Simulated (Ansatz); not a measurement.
# Bi2Te3 (Tellurobismuthite): the cost of one run

Method: plane waves, PAW, in Ansatz 0.2.0.

2 further runs of the same task are left out: 2 that didn't finish.

### 1 The system as given

The structure is trigonal, space group R-3m (No. 166). The conventional cell has a = 4.392 Å, b = 4.392 Å, c = 31.351 Å, α = 90.00°, β = 90.00°, γ = 120.00°. Around Bi (site symmetry 3m) lie 6 Te at 3.06 to 3.25 Å. Around Te (site symmetry -3m) lie 6 Bi at 3.25 Å. Around Te (site symmetry 3m) lie 3 Bi at 3.06 Å.

Coordinates:

```
CELL_PARAMETERS angstrom
2.19581 1.26775 10.45039
-2.19581 1.26775 10.45039
0.00000 -2.53550 10.45039
ATOMIC_POSITIONS crystal
Bi 0.39835 0.39835 0.39835
Bi 0.60165 0.60165 0.60165
Te 0.00000 0.00000 0.00000
Te 0.21357 0.21357 0.21357
Te 0.78643 0.78643 0.78643
```

The cell was relaxed beforehand with r2SCAN+rVV10; those runs aren't shown. No run includes spin-orbit coupling, which matters for Bi, Te.

### 2 PBE, anion s p, 4×4×4

Contents of input.yaml:

```yaml
crystal:
  lattice:
    - [2.1958106691, 1.2677518809, 10.4503916138]
    - [-2.1958106691, 1.2677518809, 10.4503916138]
    - [0.0, -2.5355037618, 10.4503916138]
  atoms:
    - { symbol: Bi, position: [0.3983528042, 0.3983528042, 0.3983528042] }
    - { symbol: Bi, position: [0.6016471958, 0.6016471958, 0.6016471958] }
    - { symbol: Te, position: [0.0, 0.0, 0.0] }
    - { symbol: Te, position: [0.2135723118, 0.2135723118, 0.2135723118] }
    - { symbol: Te, position: [0.7864276882, 0.7864276882, 0.7864276882] }
kpoints:
  mp_grid: { grid: [6, 6, 6] }
  band_path:
    path:
      - [[0.0, 0.0, 0.0], [0.5, 0.5, 0.5], [0.8235223590486, 0.1764776409514, 0.5]]
      - [[0.5, -0.1764776409514, 0.1764776409514], [0.5, -9.628507343678e-17, 1.338361703274e-18], [0.0, 0.0, 0.0], [0.3382388204757, -0.3382388204757, -2.70455584965e-17]]
      - [[0.6617611795243, -6.499971224545e-17, 0.3382388204757], [0.5, -4.925283039235e-17, 0.5], [0.0, 0.0, 0.0]]
    npoints: 10
hamiltonian:
  xc: pbe
scf:
  occupations: { method: fixed }
  n_extra_bands: 6
output:
  forces: false
  stress: false
  eigenvalues: true
  wannier:
    kmesh: [4, 4, 4]
    projections: [{ species: Te, l: s, shell: 5 }, { species: Te, l: p, shell: 5 }]
    minimise: true
    write_hr: true
    conv_tol: 1.0e-08
    max_iter: 3000
```

Started as:

```
$ ansatz run input.yaml --threads 4 --pin off --max-ram 5529MiB --backend cpu --events-out ev --progress --plain --runs-dir out
```

**Question.** How long does this run take on 4 threads of Arm Neoverse V1, shared host, and how much memory does it need?

About 11 s, with a peak of 0.6 GiB.
